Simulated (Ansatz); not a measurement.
# RbLuO2: equation of state

An exercise on one series of results from a longer session: the logs are not shown, and one member is left open.

Computed with Ansatz 0.2.0 (DFT PBEsol, scalar-relativistic, unless a step's input says otherwise).

## Starting point

The structure is trigonal, space group R-3m (No. 166). The conventional cell has a = 3.400 Å, b = 3.400 Å, c = 19.150 Å, α = 90.00°, β = 90.00°, γ = 120.00°. Around Rb (site symmetry -3m) lie 6 O at 2.88 Å. Lu (site symmetry -3m) is surrounded by 6 O at 2.24 Å. Around O (site symmetry 3m) lie 3 Lu at 2.24 Å and 3 Rb at 2.88 Å.

As a file:

```
CELL_PARAMETERS angstrom
1.70000 0.98150 6.38333
-1.70000 0.98150 6.38333
0.00000 -1.96299 6.38333
ATOMIC_POSITIONS crystal
Rb 0.00000 0.00000 0.00000
Lu 0.50000 0.50000 0.50000
O 0.22300 0.22300 0.22300
O 0.77700 0.77700 0.77700
```

Atoms are numbered in the order of the input: Rb1, Lu2, O3, O4.

Set-up of the first run:

Input file input.yaml:

```yaml
crystal:
  lattice:
    - [1.6770249852, 0.9682308266, 6.2970582082]
    - [-1.6770249852, 0.9682308266, 6.2970582082]
    - [0.0, -1.9364616533, 6.2970582082]
  atoms:
    - { symbol: Rb, position: [0.0, 0.0, 0.0] }
    - { symbol: Lu, position: [0.5, 0.5, 0.5] }
    - { symbol: O, position: [0.223, 0.223, 0.223] }
    - { symbol: O, position: [0.777, 0.777, 0.777] }
kpoints:
  mp_grid: { grid: [10, 10, 10] }
  band_path:
    path:
      - [0.0, 0.0, 0.0]
      - [0.5, 0.5, 0.5]
      - [0.817572066, 0.182427934, 0.5]
      - [0.5, -0.182427934, 0.182427934]
      - [0.5, 0.0, 0.0]
      - [0.0, 0.0, 0.0]
      - [0.341213967, -0.341213967, 0.0]
      - [0.658786033, 0.0, 0.341213967]
      - [0.5, 0.0, 0.5]
    npoints: 5
scf:
  occupations: { method: fermi_dirac, width: 0.03 }
hamiltonian:
  xc: pbesol
  pseudopotentials: { kind: all_electron, lapw: { basis_error: 0.001 } }
output:
  forces: true
  stress: true
  eigenvalues: true
```

On the command line:

```console
ansatz run input.yaml --threads 1 --pin off --max-ram 4096MiB --backend cpu --events-out ev --progress --plain --runs-dir out
```

Among the steps run: Volume × 0.96, LAPW; Volume × 0.96, PAW; Volume × 0.96, crystal datasets; Volume × 0.99, LAPW; Volume × 0.99, PAW; Volume × 0.99, crystal datasets; Volume × 1.02, LAPW; Volume × 1.02, PAW; Volume × 1.02, crystal datasets; Volume × 1.06, LAPW; Volume × 1.06, PAW; Volume × 1.06, crystal datasets.

One of the session's tables, all rows but one given; the rest of the session is left out.

It belongs to the step «The equation of state». 

| method | volume (Å³/atom) | gap on the k mesh (eV) | largest force (eV/Å) |
| --- | --- | --- | --- |
| LAPW | 15.337 | 3.03 | 0.842 |
| LAPW | 15.817 | 3.12 | 0.601 |
| LAPW | 16.296 | 3.20 | 0.385 |
| LAPW | 16.935 | 3.05 | 0.130 |
| PAW | 15.337 | 3.03 | 0.844 |
| PAW | 15.817 | 3.12 | 0.603 |
| PAW | 16.296 | 3.19 | 0.386 |
| PAW | 16.935 | ? | ? |
| crystal datasets | 15.337 | 3.03 | 0.843 |
| crystal datasets | 15.817 | 3.12 | 0.601 |
| crystal datasets | 16.296 | 3.20 | 0.385 |
| crystal datasets | 16.935 | 3.05 | 0.130 |

**Question.** Estimate the row for PAW, 16.935.

As computed: gap on the k mesh (eV): 3.05; largest force (eV/Å): 0.131.

Limits of these values: Warnings in the runs' records: gradients without spin orbit, crystal datasets made.
